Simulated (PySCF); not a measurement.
# C3H13BSSi: runs on many settings, part 2 of 2

PySCF 2.14.0. Atoms count from 0.

### 5 NMR shieldings: B97-D/STO-3G in chloroform

What the job is given:

```
{"job": {"kind": "nmr", "xc": "B97-D", "basis": "STO-3G", "solvent": "chloroform", "pop": true}, "charge": 0, "multiplicity": 1}
C     -1.764785     1.378691     0.671982
S     -1.323455    -0.347793     1.032159
C     -2.544867    -1.164549    -0.037559
B      0.349248    -0.575699    -0.101112
C      1.517242     0.240447     0.645913
Si     3.198962     0.033244    -0.196183
H     -1.605720     1.579171    -0.383088
H     -1.113583     2.007752     1.269782
H     -2.800019     1.549419     0.950271
H     -3.545540    -0.905696     0.294340
H     -2.382046    -0.861846    -1.067189
H     -2.385952    -2.233313     0.058516
H      0.005861    -0.129041    -1.150601
H      0.478715    -1.755997    -0.086178
H      1.616486    -0.088794     1.684464
H      1.294101     1.311060     0.690131
H      3.150727     0.489171    -1.590317
H      4.203510     0.846692     0.507285
H      3.641311    -1.363670    -0.169750
```

Method: GIAO B97-D/STO-3G NMR shielding, non-relativistic, IEF-PCM chloroform.

What it wrote:

```text
coarse grid: 15656 points
cycle   1  E = -825.2023952736  dE = -3.351e-01  |g| = 3.553e-01  |ddm| = 4.943e+00
cycle   2  E = -825.1906775335  dE =  1.172e-02  |g| = 4.148e-01  |ddm| = 1.178e+00
cycle   3  E = -825.2486503644  dE = -5.797e-02  |g| = 2.893e-02  |ddm| = 6.222e-01
cycle   4  E = -825.2489315965  dE = -2.812e-04  |g| = 1.066e-02  |ddm| = 6.472e-02
cycle   5  E = -825.2489718876  dE = -4.029e-05  |g| = 1.310e-03  |ddm| = 1.732e-02
cycle   6  E = -825.2489723874  dE = -4.998e-07  |g| = 5.682e-04  |ddm| = 2.706e-03
final grid: 138344 points
cycle   7  E = -825.1945090724  dE =  1.470e-05  |g| = 1.571e-02  |ddm| = 4.248e-02
cycle   8  E = -825.1944401502  dE =  6.892e-05  |g| = 2.119e-02  |ddm| = 5.419e-02
cycle   9  E = -825.1945930420  dE = -1.529e-04  |g| = 4.291e-04  |ddm| = 3.112e-02
cycle  10  E = -825.1945930987  dE = -5.663e-08  |g| = 1.272e-04  |ddm| = 8.040e-04
cycle  11  E = -825.1945931036  dE = -4.972e-09  |g| = 2.398e-05  |ddm| = 1.940e-04
cycle  12  E = -825.1945931039  dE = -2.224e-10  |g| = 2.354e-06  |ddm| = 4.248e-05
converged SCF energy = -825.1945931039

GIAO shielding tensors (ppm)
atom      isotropic    diamagn.    paramagn.     s11        s22        s33       span
  0 C      201.090     249.490     -48.400    183.291    192.493    227.485     44.194
  1 S      740.599    1044.114    -303.515    682.397    705.556    833.844    151.447
  2 C      201.238     247.689     -46.451    185.425    189.989    228.299     42.874
  3 B      127.571     199.102     -71.532     97.704    124.234    160.773     63.069
  4 C      235.349     246.979     -11.630    231.307    234.557    240.182      8.876
  5 Si     574.209     868.047    -293.838    549.570    551.999    621.057     71.486
  6 H       31.451      33.710      -2.259     27.278     29.434     37.641     10.363
  7 H       31.124      32.362      -1.238     25.307     29.472     38.594     13.286
  8 H       31.370      30.598       0.772     25.784     28.568     39.757     13.973
  9 H       31.361      29.689       1.672     25.779     28.513     39.792     14.013
 10 H       31.363      32.341      -0.978     26.432     29.840     37.817     11.386
 11 H       31.167      30.657       0.511     25.626     28.344     39.533     13.908
 12 H       32.108      38.806      -6.698     26.871     33.269     36.184      9.313
 13 H       31.784      36.682      -4.898     26.498     33.015     35.841      9.344
 14 H       33.789      33.197       0.593     27.136     32.968     41.264     14.127
 15 H       33.801      35.167      -1.365     26.780     33.773     40.851     14.071
 16 H       31.879      32.295      -0.416     27.844     29.907     37.888     10.044
 17 H       31.780      30.171       1.609     27.928     28.915     38.496     10.568
 18 H       31.848      31.345       0.503     27.824     29.678     38.043     10.219
```

Run time: 10 s. Hardware: 1 thread of Arm Neoverse N1, shared host; peak memory 0.54 GiB.

This run: σ C0 201.2, C4 235.3, S1 741, B3 127.6, H6 31.31, H16 31.84 ppm (means over like atoms).

### 6 Excited states and response: BP86/cc-pVDZ in water

Settings changed since step 5:

```diff
@@ -1,2 +1,2 @@
-{"job": {"kind": "nmr", "xc": "B97-D", "basis": "STO-3G", "solvent": "chloroform", "pop": true}, "charge": 0, "multiplicity": 1}
+{"job": {"kind": "uv", "xc": "BP86", "basis": "cc-pVDZ", "solvent": "water", "nstates": 6, "ntriplets": 0, "tda": false, "scf": {"level_shift": 0.2, "conv": 1e-08}}, "charge": 0, "multiplicity": 1}
 C     -1.764785     1.378691     0.671982
```

Method: TDDFT BP86/cc-pVDZ, vertical, IEF-PCM water (non-equilibrium linear response), core orbitals frozen in the response.

What it wrote:

```text
final grid: 138344 points
cycle   1  E = -834.6729100728  dE =  5.651e-02  |g| = 4.031e-01  |ddm| = 7.527e+00
cycle   2  E = -834.6895555148  dE = -1.665e-02  |g| = 3.643e-01  |ddm| = 1.628e+00
cycle   3  E = -834.7247604925  dE = -3.520e-02  |g| = 6.818e-02  |ddm| = 5.759e-01
cycle   4  E = -834.7263126271  dE = -1.552e-03  |g| = 1.746e-02  |ddm| = 1.496e-01
cycle   5  E = -834.7264062658  dE = -9.364e-05  |g| = 2.787e-03  |ddm| = 4.118e-02
cycle   6  E = -834.7264091482  dE = -2.882e-06  |g| = 1.240e-03  |ddm| = 1.118e-02
cycle   7  E = -834.7264096444  dE = -4.962e-07  |g| = 5.451e-04  |ddm| = 4.025e-03
cycle   8  E = -834.7264097379  dE = -9.358e-08  |g| = 1.106e-04  |ddm| = 1.441e-03
cycle   9  E = -834.7264097377  dE =  2.649e-10  |g| = 2.594e-05  |ddm| = 4.959e-04
level shift removed, Fock matrix diagonalised once more
converged SCF energy = -834.7264097377

Static polarisability (au): isotropic 132.861, principal 113.518 129.744 155.321

Singlet excitations
state   eV       nm        f      main configurations
  1   6.2839    197.3   0.01283   H->L 0.99
  2   6.5477    189.4   0.02017   H-1->L 0.97
  3   6.7340    184.1   0.02617   H-2->L 0.97
  4   7.0884    174.9   0.00887   H->L+1 0.79, H->L+2 0.08
  5   7.1967    172.3   0.01162   H-1->L+1 0.61, H->L+2 0.29
  6   7.2986    169.9   0.20853   H->L+2 0.43, H-1->L+1 0.26, H->L+1 0.13
```

It took 34 s on 1 thread of Arm Neoverse N1, shared host; peak memory 0.79 GiB.

In short: HOMO -6.40 eV, LUMO -0.24 eV; lowest singlet 6.28 eV.

### 7 Side by side: NMR shifts

Isotropic shieldings (ppm) of some atoms, chosen among heavy atoms and hydrogens apart, means over like atoms, with basis size and wall time:

```tsv
run	C0	C4	H16	H12	S1	B3	Si5	functions	time
PBE0/pcSseg-1	157.1	191.6	27.83	29.21	526	108.0	421.9	181	39 s
B97-D/STO-3G in chloroform	201.2	235.3	31.84	31.95	741	127.6	574.2	51	10 s
```

### 8 Side by side: electronic excitations

Excitations and ground-state properties, with basis size and wall time:

```tsv
run	lowest singlet (eV)	brightest (eV)	f	gap (eV)	α (Å³)	μ (D)	functions	time
PBE0/def2-SVPD	6.36	7.03	0.057	7.67	15.75	5.43	235	61 s
BP86/cc-pVDZ in water	6.28	7.30	0.209	6.16	19.69	7.00	157	34 s
```

### 9 Outcome

What follows sums up all 2 parts.

| quantity | value |
| --- | --- |
| 13C shifts against TMS (PBE0/pcSseg-1, means over atoms taken as alike) | 29.8, -4.7 ppm |
| 1H shifts against TMS (PBE0/pcSseg-1, means over atoms taken as alike) | 3.88, 2.51, 2.10, -0.26 ppm |
| 33S shifts against CS2 (PBE0/pcSseg-1) | -22 ppm |
| 11B shifts against BF3·OEt2 (PBE0/pcSseg-1) | -8.0 ppm |
| 29Si shifts against TMS (PBE0/pcSseg-1) | -72.7 ppm |
| lowest singlet (PBE0/def2-SVPD) | 6.36 eV (195 nm), f = 0.007 |
| brightest single state of those computed | state 4, 7.03 eV, f = 0.057 |
| lowest triplet | 5.95 eV |
| largest coupling of the table (PBE0/cc-pVDZ) | 1J(Si,H) Si5–H16, -169.0 Hz |
| range of the shielding of S1 | 526 to 741 ppm |
| range of the lowest singlet | 6.28 to 6.36 eV |
| property runs in this session | 5, of which 0 failed and 1 gave unsound results |

In words: Single values in the summary come from the first run of each kind that ended normally (PBE0/pcSseg-1; PBE0/def2-SVPD; PBE0/cc-pVDZ), which need not be the best level. At PBE0/pcSseg-1: The widest tensor belongs to S1: span 219 ppm, with a paramagnetic part of -534 ppm. The first singlet state (HOMO→LUMO 0.85) lies at 6.36 eV and is weak; of the 6 states computed, the strongest absorption comes from state 4 at 7.03 eV. The lowest triplet lies 0.41 eV below the lowest singlet (triplets in Tamm-Dancoff, singlets in full TDDFT). In the run at PBE0/cc-pVDZ, the largest coupling of the table is Si5–H16 (mean over like pairs), -169.0 Hz, of which the Fermi-contact term gives -169.3 Hz. Couplings across rotatable bonds belong to this one conformer; where others are populated, the observed values are averages, and the simulated multiplets take (2 J gauche + J anti)/3 across rotating chain bonds. Across the 2 runs the shielding of S1 moves most, between 526 (PBE0/pcSseg-1) and 741 ppm (B97-D/STO-3G in chloroform). A minimal basis is unusable for shieldings, so that end is no result. The lowest singlet runs from 6.28 eV (BP86/cc-pVDZ in water) to 6.36 eV (PBE0/def2-SVPD), while the orbital gap spans 6.16 to 7.67 eV. The lowest state need not be the same one in every run. Couplings from bases without tight functions are rough.
